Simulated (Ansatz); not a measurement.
# MoSiH₂ (singlet): from Hartree-Fock to the top rungs, def2-TZVPP

An exercise on one series of results from a longer session: the logs are not shown, and one member is left open.

The runs use Ansatz 0.2.0, Gaussian basis; def2-TZVPP, core rule «outside noble gas», up to 9 orbitals frozen.

The runs, in order: UHF; CCSD(T) on RHF; CCSD(T) on UHF; CCSDT(Q) on RHF; CCSDT(Q) on UHF; CASSCF and NEVPT2, 12 electrons in 12 orbitals.

14 further runs of the same task are left out: 5 for a known fault of the program, 1 that didn't finish, 8 set aside as unsound or not needed.

## What is computed

The geometry is a PBE0/def2-TZVP stationary point (not a proven minimum) of the parent state, kept for this charge and spin. No spin-orbit coupling is included. Elements past krypton take def2 core potentials.

4 atoms, charge 0, spin multiplicity 1.

Atoms are counted from 1 here; the program's logs count them from 0.

Bond lengths: Mo1–Si2 2.342 Å, Si2–H3 1.496 Å, Si2–H4 1.496 Å. Angles: Mo1–Si2–H3 126.7°, Mo1–Si2–H4 126.7°, H3–Si2–H4 106.5°.

Set-up of the first run:

The input, in.yaml:

```yaml
crystal:
  periodic: [false, false, false]
  atoms:
    - {symbol: Mo, position_ang: [0.000000, 0.000000, 0.573656]}
    - {symbol: Si, position_ang: [0.000000, 0.000000, -1.768452]}
    - {symbol: H, position_ang: [0.000000, 1.198856, -2.663205]}
    - {symbol: H, position_ang: [0.000000, -1.198856, -2.663205]}
basis:
  gaussian: {orbitals: def2-TZVPP}
magnetization: {spin_polarized: true, initial_magnetization: 0}
hamiltonian: {xc: hf}
output: {orbitals: {seedname: orbitals}}
```

Command:

```
> ansatz run in.yaml --threads 1 --pin off --events-out ev --progress --plain --max-ram 4096MiB --backend cpu
```

Steps of the session up to this table: UHF; CCSD(T) on RHF; CCSD(T) on UHF; CCSDT(Q) on RHF; CCSDT(Q) on UHF; CASSCF and NEVPT2, 12 electrons in 12 orbitals.

One table of the session follows, with a row left open; its other results are not shown here.

| method | from RCCSDT(Q) (kcal/mol) |
| --- | --- |
| RHF | +226.56 |
| UHF | +171.98 |
| RMP2 | +39.00 |
| UMP2 | +24.20 |
| RCCSD | ? |
| UCCSD | -12.42 |
| RCCSD(T) | +8.44 |
| UCCSD(T) | -34.69 |
| RCCSDT | +4.05 |
| UCCSDT | -74.81 |
| RCCSDT(Q) | 0 |
| UCCSDT(Q) | -72.44 |
| CASSCF valence | +150.37 |
| NEVPT2 valence | +30.05 |

Estimate the missing values for RCCSD.

The run gave: from RCCSDT(Q) (kcal/mol): +23.32. In the column «from RCCSDT(Q) (kcal/mol)» it lies between RCCSD(T) (+8.44) and UMP2 (+24.20).

Limits of these values: The determinant is far from a pure spin state, so its energy mixes those of several spin states (harmless only where they are near-degenerate, as at dissociation). The program flags UCCSD(T), UCCSDT(Q) as in doubt, so those rows may rest on another solution; read them beside their warnings. Warnings: restricted reference is unstable; spin contamination; coupled cluster took another determinant than the lowest; large T1 diagnostic. Restricted and unrestricted rows rest on different reference determinants; where their highest levels disagree by more than a few hundredths of an eV, they describe different states and don't form one ladder.
